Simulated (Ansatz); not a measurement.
# C2H3F2I: a ladder of functionals and wavefunction methods

The task here is to estimate one member of a computed series from the others.

Method: functionals in def2-TZVPP, the program's frozen cores in correlated methods; program: Ansatz 0.2.0, Gaussian basis.

Plan: PBE-D4, r2SCAN-D4, PBE0-D4, B3LYP-D4, ωB97X-V, ωB97M-V, B2PLYP; CCSD(T)/def2-TZVPP; MP2/def2-QZVPP; extrapolation to the limit.

## Structure used throughout

An earlier PBE0-D4 in a triple-zeta def2 set relaxation fixed the geometry. I takes the def2 core potential; no spin-orbit term is included.

SMILES `FCC(F)I`, 8 atoms, charge 0, spin multiplicity 1.

Atoms are counted from 1 here; the program's logs count them from 0.

Bond lengths: F1–C2 1.369 Å, C2–C3 1.510 Å, C2–H6 1.096 Å, C2–H7 1.093 Å, C3–F4 1.359 Å, C3–I5 2.148 Å, C3–H8 1.090 Å. Angles: F1–C2–C3 109.8°, F1–C2–H6 108.7°, F1–C2–H7 109.5°, C3–C2–H6 108.2°, C3–C2–H7 110.8°, H6–C2–H7 109.7°, C2–C3–F4 108.2°, C2–C3–I5 111.7°, C2–C3–H8 112.3°, F4–C3–I5 109.8°, F4–C3–H8 109.5°, I5–C3–H8 105.3°.

Set-up of the first run:

The input, in.yaml:

```yaml
crystal:
  periodic: [false, false, false]
  atoms:
    - {symbol: F, position_ang: [-1.032678, 1.109687, 0.961558]}
    - {symbol: C, position_ang: [0.115028, 0.404978, 0.713853]}
    - {symbol: C, position_ang: [-0.092240, -0.513950, -0.466202]}
    - {symbol: F, position_ang: [1.016315, -1.288763, -0.600957]}
    - {symbol: I, position_ang: [-0.435880, 0.584479, -2.279340]}
    - {symbol: H, position_ang: [0.345896, -0.210822, 1.590613]}
    - {symbol: H, position_ang: [0.936956, 1.099782, 0.525473]}
    - {symbol: H, position_ang: [-0.968498, -1.150993, -0.344997]}
basis:
  gaussian: {orbitals: def2-TZVPP}
hamiltonian: {xc: pbe, dispersion: d4}
output: {forces: true, orbitals: {seedname: orbitals}}
```

Command:

```sh
> ansatz run in.yaml --threads 4 --pin off --events-out ev --progress --plain --max-ram 10444MiB
```

Among the steps run: PBE-D4 (GGA); r2SCAN-D4 (meta-GGA); PBE0-D4 (hybrid); B3LYP-D4 (hybrid); ωB97X-V (range-separated); ωB97M-V (range-separated); B2PLYP (double hybrid); CCSD(T) in def2-TZVPP; MP2 in def2-QZVPP.

One table of the session follows, with a row left open; its other results are not shown here.

It belongs to the step «Atomisation energies». 

| method | atomisation energy (kJ/mol) |
| --- | --- |
| PBE-D4 | 2952.3 |
| r2SCAN-D4 | 2856.9 |
| PBE0-D4 | 2863.0 |
| B3LYP-D4 | ? |
| ωB97X-V | 2845.6 |
| ωB97M-V | 2841.9 |
| B2PLYP | 2807.1 |
| HF/def2-TZVPP | 1974.3 |
| MP2/def2-TZVPP | 2856.4 |
| CCSD/def2-TZVPP | 2709.2 |
| CCSD(T)/def2-TZVPP | 2766.5 |
| MP2/CBS | 2941.4 |
| CCSD(T)/CBS | 2851.5 |

Estimate the missing values for B3LYP-D4.

The run gave: atomisation energy (kJ/mol): 2831.2. In the column «atomisation energy (kJ/mol)» it lies between B2PLYP (2807.1) and ωB97M-V (2841.9).

To keep in mind: Free atoms (2 F, 2 C, 1 I, 3 H) were run apart at each level; the atomisation energy is their sum less the molecule, without zero-point or spin-orbit terms.
